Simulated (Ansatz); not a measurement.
# Ni₃Ge: a line through an energy map

How does the energy of Ni₃Ge (Pm-3m, No. 221; 4 atoms in the cell) vary with volume per atom, at total spin moment of the cell, held fixed = 0.375 μB?

Computed with Ansatz 0.2.0 (DFT LDA, scalar-relativistic, plane waves, PAW, unless a step's input says otherwise).

27 further runs of the same task are left out: 27 set aside as unsound or not needed.

### 1 The system as given

It takes space group Pm-3m (No. 221, cubic). The conventional cell has a = 3.489 Å, b = 3.489 Å, c = 3.489 Å, α = 90.00°, β = 90.00°, γ = 90.00°. Ni (site symmetry 4/mmm) has 8 Ni at 2.47 Å and 4 Ge at 2.47 Å as nearest neighbours. Around Ge (site symmetry m-3m) lie 12 Ni at 2.47 Å.

Coordinates:

```xyz
4
Lattice="3.4887 0.0000 0.0000 0.0000 3.4887 0.0000 0.0000 0.0000 3.4887" Properties=species:S:1:pos:R:3 pbc="T T T"
Ni    1.7443    0.0000    1.7443
Ni    0.0000    1.7443    1.7443
Ni    1.7443    1.7443    0.0000
Ge    0.0000    0.0000    0.0000
```

It goes back to an entry of the Materials Project, which need not be the stable form.

It is the result of an earlier relaxation at this level (volume 10.62 Å³/atom; gap on the mesh: none (metal)).

### 2 What is varied

The energy is mapped over volume and a fixed ferromagnetic moment.

The axes are (1) volume per atom: 7 values from 8.71 to 12.53 Å³; (2) total spin moment of the cell, held fixed: 9 values from 0.000 to 3.000 μB.

Nothing else is relaxed (shape and fractional coordinates fixed). Points are written as (first, second).

### 3 Grid point (8.71 Å³, 0.375 μB)

The input, input.yaml:

```yaml
crystal:
  lattice:
    - [3.2654491275, 0.0, 0.0]
    - [0.0, 3.2654491275, 0.0]
    - [0.0, 0.0, 3.2654491275]
  atoms:
    - { symbol: Ni, position: [0.5, 0.0, 0.5], spin: 0.125 }
    - { symbol: Ni, position: [0.0, 0.5, 0.5], spin: 0.125 }
    - { symbol: Ni, position: [0.5, 0.5, 0.0], spin: 0.125 }
    - { symbol: Ge, position: [0.0, 0.0, 0.0] }
basis:
  ecutwfc: 520.0
kpoints:
  mp_grid: { grid: [12, 12, 12] }
hamiltonian:
  xc: lda
  pseudopotentials: { kind: paw }
scf:
  occupations: { method: gaussian, width: 0.15 }
  lower_state_search: "off"
output:
  forces: true
  stress: true
  eigenvalues: true
  populations: true
magnetization:
  spin_polarized: true
  initial_magnetization: 0.375
  spin_locking: { lock_magnetization: hard }
```

Run with:

```console
ansatz run input.yaml --threads 4 --pin off --max-ram 8192MiB --backend cpu --events-out ev --progress --plain --runs-dir out
```

What it wrote (excerpt; [...] marks lines left out):

```text
Warning: output.stress: scf.convergence.dr2_threshold = 1e-7 eV (the SCF's general default) is looser than the 4e-10 eV advised for a printed stress (1e-10 eV for each atom of the cell: 4). What an SCF threshold leaves in a stress goes as its square root, and in the free energy as the [...]
Warning: RAYON_NUM_THREADS=4 ignored (pool sized by the plan → 4); use --threads N
[...]
Pseudopotentials: kind: paw
Pseudopotential: Ni, paw, valence charge 18, recommended cutoff 420 eV (normal), Ni.paw.azcp
Pseudopotential: Ge, paw, valence charge 14, recommended cutoff 420 eV (normal), Ge.paw.azcp
Functional definition: SPW92
[...]
Crystal: 4 atoms, lattice volume = 34.820 Å³
Basis set: ecut = 520 eV, 925 PW (Γ)
Bands: 42, of which v1, the nominal top of the filled ones, is band 34 counted from 1 (33 counted from 0)
Symmetry: 48 space group operations
Space group: Pm-3m (ITA 221), of the structure as read, at distance tolerance 3.3e-5 Å
Magnetic group: BNS 221.92 (UNI 1594), of the structure as read, at distance tolerance 3.3e-5 Å
k-points: 84 of 1728
[...]
Starting moments: Σ|m| = 0.375 μB on 3 of 4 sites
[...]
SCF iter   1: F=—  HF=-21536.253236 eV  |F-HF|=—  |Δ(HF+E_count)|=         —  Δρ=2.97e-2 (↑2.97e-2 ↓2.84e-2)  dr2=1.55e0  dr2_m=4.77e-3  M=0.375 μB ∫|m|=0.375 μB  β_m=0.30  ethr=2.29e-3  ⟨swp⟩=1.4  Hψ=32423  notcnv=0
[...]
spin=Collinear: Kerker preconditioning applied to the charge; magnetization (m = ρ↑ − ρ↓) channel mixes plain (no charge-response kernel on spin).
[...]
SCF iter  10: F=-21535.753239 eV  HF=-21535.753239 eV  |F-HF|=9.24e-10  |Δ(HF+E_count)|=   5.30e-8  Δρ=1.34e-6 (↑1.34e-6 ↓1.05e-6)  dr2=1.38e-9  dr2_m=2.88e-11  M=0.375 μB ∫|m|=0.395 μB  ethr=1.47e-10  ⟨swp⟩=9.9  Hψ=34183  notcnv=0
[...]
SCF converged after 10 iterations
Stability checked in part: among states of this total moment the steps that led to this state did not find it unstable. No probe was made; neither looks for a lower state of another moment (fixed_total_moment; see scf.lower_state_search)
Magnetization: 0.3750 μB (34.1875 up, 33.8125 down)
Absolute magnetization: 0.3955 μB (∫|ρ↑−ρ↓|, with the PAW one-centre terms)
Spin contamination: 0.0006 ħ² per cell (⟨S²⟩ above its minimum at these occupations)
Per-site moments (μB) at R_I (Å): [(0.12772010943575882, 0.9524712539409149), (0.12772010943575915, 0.9524712539409149), (0.12772010943575932, 0.9524712539409149), (0.0002772048128553725, 0.9524712539409149)]
Free energy (F): -21535.753239 eV
[...]
E sigma→0 (E₀):  -21535.743344 eV
Entropy (-TS):   -0.019790 eV (-4.948 meV/atom)
Fermi energy:    24.500339 (↑ 24.734375, ↓ 24.266302) eV
[...]
--- Forces (eV/Å), atoms counted from 1 ---
  atom   1  Ni     0.00000000    -0.00000000     0.00000000
  atom   2  Ni     0.00000000    -0.00000000     0.00000000
  atom   3  Ni     0.00000000    -0.00000000     0.00000000
  atom   4  Ge    -0.00000000    -0.00000000     0.00000000
[...]
--- Stress (GPa, compression-positive) ---
       76.306629       0.000000       0.000000
        0.000000      76.306629       0.000000
        0.000000       0.000000      76.306629
  P = ⅓ Tr σ = 76.3066 GPa (763.066 kbar)
--- Band table (eV; the first three rows and the last of 168) ---
[...]
--- Löwdin populations: 4 sites ---
  site symbol       q [e]    m [muB]
     0     Ni     17.6524     0.1236
     1     Ni     17.6524     0.1236
     2     Ni     17.6524     0.1236
     3     Ge     14.4414     0.0113
  spilling = 0.008844 (of n_electrons = 68.000000)
```

It took 14 s on 4 threads of Arm Neoverse N1, shared host; peak memory 0.53 GiB.

### 4 Grid point (9.34 Å³, 0.375 μB)

input.yaml, as its differences from that of step 3:

```diff
@@ -2,5 +2,5 @@
   lattice:
-    - [3.2654491275, 0.0, 0.0]
-    - [0.0, 3.2654491275, 0.0]
-    - [0.0, 0.0, 3.2654491275]
+    - [3.3431134987, 0.0, 0.0]
+    - [0.0, 3.3431134987, 0.0]
+    - [0.0, 0.0, 3.3431134987]
   atoms:
```

Run with:

```console
ansatz run input.yaml --threads 4 --pin off --max-ram 8192MiB --backend cpu --events-out ev --progress --plain --runs-dir out
```

What it wrote (excerpt; [...] marks lines left out):

```text
Warning: output.stress: scf.convergence.dr2_threshold = 1e-7 eV (the SCF's general default) is looser than the 4e-10 eV advised for a printed stress (1e-10 eV for each atom of the cell: 4). What an SCF threshold leaves in a stress goes as its square root, and in the free energy as the [...]
Warning: RAYON_NUM_THREADS=4 ignored (pool sized by the plan → 4); use --threads N
[...]
[... 4 set-up lines as earlier in the session ...]
[...]
Crystal: 4 atoms, lattice volume = 37.364 Å³
Basis set: ecut = 520 eV, 1021 PW (Γ)
Bands: 42, of which v1, the nominal top of the filled ones, is band 34 counted from 1 (33 counted from 0)
[... 2 set-up lines as earlier in the session ...]
Magnetic group: BNS 221.92 (UNI 1594), of the structure as read, at distance tolerance 3.3e-5 Å
k-points: 84 of 1728
[...]
Per-site moments (μB) at R_I (Å): [(0.1286462322250831, 0.97512451789791), (0.12864623222508278, 0.97512451789791), (0.12864623222508303, 0.97512451789791), (-0.0003725748951172541, 0.97512451789791)]
Free energy (F): -21536.673732 eV
[...]
E sigma→0 (E₀):  -21536.662876 eV
Entropy (-TS):   -0.021711 eV (-5.428 meV/atom)
Fermi energy:    22.513104 (↑ 22.722108, ↓ 22.304100) eV
[...]
--- Forces (eV/Å), atoms counted from 1 ---
  atom   1  Ni     0.00000000    -0.00000000    -0.00000000
  atom   2  Ni     0.00000000    -0.00000000    -0.00000000
  atom   3  Ni    -0.00000000    -0.00000000    -0.00000000
  atom   4  Ge    -0.00000000     0.00000000     0.00000000
[...]
--- Stress (GPa, compression-positive) ---
       41.691011       0.000000       0.000000
       -0.000000      41.691011       0.000000
       -0.000000       0.000000      41.691011
  P = ⅓ Tr σ = 41.6910 GPa (416.910 kbar)
--- Band table (eV; the first three rows and the last of 168) ---
[...]
--- Löwdin populations: 4 sites ---
  site symbol       q [e]    m [muB]
     0     Ni     17.6432     0.1247
     1     Ni     17.6432     0.1247
     2     Ni     17.6432     0.1247
     3     Ge     14.4675     0.0088
  spilling = 0.008864 (of n_electrons = 68.000000)
```

It took 18 s on 4 threads of Arm Neoverse N1, shared host; peak memory 0.54 GiB.

### 5 Grid point (10.62 Å³, 0.375 μB)

input.yaml, as its differences from that of step 4:

```diff
@@ -2,5 +2,5 @@
   lattice:
-    - [3.3431134987, 0.0, 0.0]
-    - [0.0, 3.3431134987, 0.0]
-    - [0.0, 0.0, 3.3431134987]
+    - [3.4886992114, 0.0, 0.0]
+    - [0.0, 3.4886992114, 0.0]
+    - [0.0, 0.0, 3.4886992114]
   atoms:
```

Run with:

```console
ansatz run input.yaml --threads 4 --pin off --max-ram 8192MiB --backend cpu --events-out ev --progress --plain --runs-dir out
```

What it wrote (excerpt; [...] marks lines left out):

```text
Warning: output.stress: scf.convergence.dr2_threshold = 1e-7 eV (the SCF's general default) is looser than the 4e-10 eV advised for a printed stress (1e-10 eV for each atom of the cell: 4). What an SCF threshold leaves in a stress goes as its square root, and in the free energy as the [...]
Warning: RAYON_NUM_THREADS=4 ignored (pool sized by the plan → 4); use --threads N
[...]
[... 4 set-up lines as earlier in the session ...]
[...]
Crystal: 4 atoms, lattice volume = 42.461 Å³
Basis set: ecut = 520 eV, 1189 PW (Γ)
Bands: 42, of which v1, the nominal top of the filled ones, is band 34 counted from 1 (33 counted from 0)
[... 1 set-up line as earlier in the session ...]
Space group: Pm-3m (ITA 221), of the structure as read, at distance tolerance 3.5e-5 Å
Magnetic group: BNS 221.92 (UNI 1594), of the structure as read, at distance tolerance 3.5e-5 Å
k-points: 84 of 1728
[...]
Per-site moments (μB) at R_I (Å): [(0.13022465813746084, 1.0175891838342042), (0.1302246581374604, 1.0175891838342042), (0.13022465813746056, 1.0175891838342042), (-0.0015488228032450918, 1.0175891838342042)]
Free energy (F): -21537.263677 eV
[...]
E sigma→0 (E₀):  -21537.250936 eV
Entropy (-TS):   -0.025482 eV (-6.371 meV/atom)
Fermi energy:    19.242128 (↑ 19.411470, ↓ 19.072786) eV
[...]
--- Forces (eV/Å), atoms counted from 1 ---
  atom   1  Ni    -0.00000000    -0.00000000    -0.00000000
  atom   2  Ni     0.00000000    -0.00000000    -0.00000000
  atom   3  Ni     0.00000000    -0.00000000     0.00000000
  atom   4  Ge     0.00000000     0.00000000     0.00000000
[...]
--- Stress (GPa, compression-positive) ---
        0.202889      -0.000000       0.000000
       -0.000000       0.202889       0.000000
       -0.000000       0.000000       0.202889
  P = ⅓ Tr σ = 0.2029 GPa (2.029 kbar)
--- Band table (eV; the first three rows and the last of 168) ---
[...]
--- Löwdin populations: 4 sites ---
  site symbol       q [e]    m [muB]
     0     Ni     17.6304     0.1266
     1     Ni     17.6304     0.1266
     2     Ni     17.6304     0.1266
     3     Ge     14.5069     0.0046
  spilling = 0.008854 (of n_electrons = 68.000000)
```

It took 18 s on 4 threads of Arm Neoverse N1, shared host; peak memory 0.57 GiB.

### 6 Point (11.25 Å³, 0.375 μB)

input.yaml, as its differences from that of step 5:

```diff
@@ -2,5 +2,5 @@
   lattice:
-    - [3.4886992114, 0.0, 0.0]
-    - [0.0, 3.4886992114, 0.0]
-    - [0.0, 0.0, 3.4886992114]
+    - [3.5571040709, 0.0, 0.0]
+    - [0.0, 3.5571040709, 0.0]
+    - [0.0, 0.0, 3.5571040709]
   atoms:
```

Run with:

```console
ansatz run input.yaml --threads 4 --pin off --max-ram 8192MiB --backend cpu --events-out ev --progress --plain --runs-dir out
```

What it wrote (excerpt; [...] marks lines left out):

```text
Warning: output.stress: scf.convergence.dr2_threshold = 1e-7 eV (the SCF's general default) is looser than the 4e-10 eV advised for a printed stress (1e-10 eV for each atom of the cell: 4). What an SCF threshold leaves in a stress goes as its square root, and in the free energy as the [...]
Warning: RAYON_NUM_THREADS=4 ignored (pool sized by the plan → 4); use --threads N
[...]
[... 4 set-up lines as earlier in the session ...]
[...]
Crystal: 4 atoms, lattice volume = 45.008 Å³
Basis set: ecut = 520 eV, 1213 PW (Γ)
Bands: 42, of which v1, the nominal top of the filled ones, is band 34 counted from 1 (33 counted from 0)
[... 1 set-up line as earlier in the session ...]
Space group: Pm-3m (ITA 221), of the structure as read, at distance tolerance 3.6e-5 Å
Magnetic group: BNS 221.92 (UNI 1594), of the structure as read, at distance tolerance 3.6e-5 Å
k-points: 84 of 1728
[...]
Per-site moments (μB) at R_I (Å): [(0.13093331598782357, 1.0375416190918614), (0.13093331598782412, 1.0375416190918614), (0.13093331598782393, 1.0375416190918614), (-0.0021218535475837495, 1.0375416190918614)]
Free energy (F): -21537.165308 eV
[...]
E sigma→0 (E₀):  -21537.151646 eV
Entropy (-TS):   -0.027323 eV (-6.831 meV/atom)
Fermi energy:    17.883503 (↑ 18.036665, ↓ 17.730341) eV
[...]
--- Forces (eV/Å), atoms counted from 1 ---
  atom   1  Ni     0.00000000    -0.00000000     0.00000000
  atom   2  Ni     0.00000000    -0.00000000     0.00000000
  atom   3  Ni     0.00000000     0.00000000    -0.00000000
  atom   4  Ge     0.00000000     0.00000000     0.00000000
[...]
--- Stress (GPa, compression-positive) ---
      -11.870730       0.000000       0.000000
       -0.000000     -11.870730       0.000000
        0.000000       0.000000     -11.870730
  P = ⅓ Tr σ = -11.8707 GPa (-118.707 kbar)
--- Band table (eV; the first three rows and the last of 168) ---
[...]
--- Löwdin populations: 4 sites ---
  site symbol       q [e]    m [muB]
     0     Ni     17.6262     0.1274
     1     Ni     17.6262     0.1274
     2     Ni     17.6262     0.1274
     3     Ge     14.5217     0.0027
  spilling = 0.008818 (of n_electrons = 68.000000)
```

Run time: 17 s. Hardware: 4 threads of Arm Neoverse N1, shared host; peak memory 0.58 GiB.

### 7 Grid point (12.53 Å³, 0.375 μB)

input.yaml, as its differences from that of step 6:

```diff
@@ -2,5 +2,5 @@
   lattice:
-    - [3.5571040709, 0.0, 0.0]
-    - [0.0, 3.5571040709, 0.0]
-    - [0.0, 0.0, 3.5571040709]
+    - [3.6865839916, 0.0, 0.0]
+    - [0.0, 3.6865839916, 0.0]
+    - [0.0, 0.0, 3.6865839916]
   atoms:
```

Run with:

```console
ansatz run input.yaml --threads 4 --pin off --max-ram 8192MiB --backend cpu --events-out ev --progress --plain --runs-dir out
```

What it wrote (excerpt; [...] marks lines left out):

```text
Warning: output.stress: scf.convergence.dr2_threshold = 1e-7 eV (the SCF's general default) is looser than the 4e-10 eV advised for a printed stress (1e-10 eV for each atom of the cell: 4). What an SCF threshold leaves in a stress goes as its square root, and in the free energy as the [...]
Warning: RAYON_NUM_THREADS=4 ignored (pool sized by the plan → 4); use --threads N
[...]
[... 4 set-up lines as earlier in the session ...]
[...]
Crystal: 4 atoms, lattice volume = 50.104 Å³
Basis set: ecut = 520 eV, 1357 PW (Γ)
Bands: 42, of which v1, the nominal top of the filled ones, is band 34 counted from 1 (33 counted from 0)
[... 1 set-up line as earlier in the session ...]
Space group: Pm-3m (ITA 221), of the structure as read, at distance tolerance 3.7e-5 Å
Magnetic group: BNS 221.92 (UNI 1594), of the structure as read, at distance tolerance 3.7e-5 Å
k-points: 84 of 1728
[...]
Per-site moments (μB) at R_I (Å): [(0.13222608733712152, 1.0753085226980788), (0.13222608733712243, 1.0753085226980788), (0.13222608733712235, 1.0753085226980788), (-0.0032006007863453908, 1.0753085226980788)]
Free energy (F): -21536.532414 eV
[...]
E sigma→0 (E₀):  -21536.516896 eV
Entropy (-TS):   -0.031035 eV (-7.759 meV/atom)
Fermi energy:    15.578230 (↑ 15.703519, ↓ 15.452941) eV
[...]
--- Forces (eV/Å), atoms counted from 1 ---
  atom   1  Ni     0.00000000    -0.00000000     0.00000000
  atom   2  Ni     0.00000000    -0.00000000     0.00000000
  atom   3  Ni    -0.00000000    -0.00000000     0.00000000
  atom   4  Ge    -0.00000000    -0.00000000    -0.00000000
[...]
--- Stress (GPa, compression-positive) ---
      -26.178941       0.000000       0.000000
        0.000000     -26.178941       0.000000
        0.000000       0.000000     -26.178941
  P = ⅓ Tr σ = -26.1789 GPa (-261.789 kbar)
--- Band table (eV; the first three rows and the last of 168) ---
[...]
--- Löwdin populations: 4 sites ---
  site symbol       q [e]    m [muB]
     0     Ni     17.6217     0.1289
     1     Ni     17.6217     0.1289
     2     Ni     17.6217     0.1289
     3     Ge     14.5435    -0.0008
  spilling = 0.008695 (of n_electrons = 68.000000)
```

It took 21 s on 4 threads of Arm Neoverse N1, shared host; peak memory 0.62 GiB.

### 8 Results

```
volume per atom (Å³)  step  energy (meV/atom)  pressure (GPa)  absolute magnetic moment (μB per cell)
                8.71     3                378              76                                   0.395
                9.34     4                147              42                                   0.400
                9.98     –                 33              17                                   0.405
               10.62     5                  0               0                                   0.410
               11.25     6                 25             −12                                   0.415
               11.89     –                 90             −20                                   0.420
               12.53     7                183             −26                                   0.425
```

Energies count from the lowest point of the line. Rows without a step come from runs not printed here or follow by symmetry.

**Reading.** The lowest point of the line is at 10.62 Å³. Three points round the minimum, joined by a parabola, put the minimum at 10.661 Å³, with a curvature of about 140 meV/atom per (Å³)². The well is lopsided: two grid steps out, the energy rises by 147 meV/atom towards smaller values and 90 meV/atom towards larger ones. The highest point computed, at 8.71 Å³, lies 378 meV/atom above the lowest. This is one cut through a surface in two coordinates; the map's lowest point lies off it.
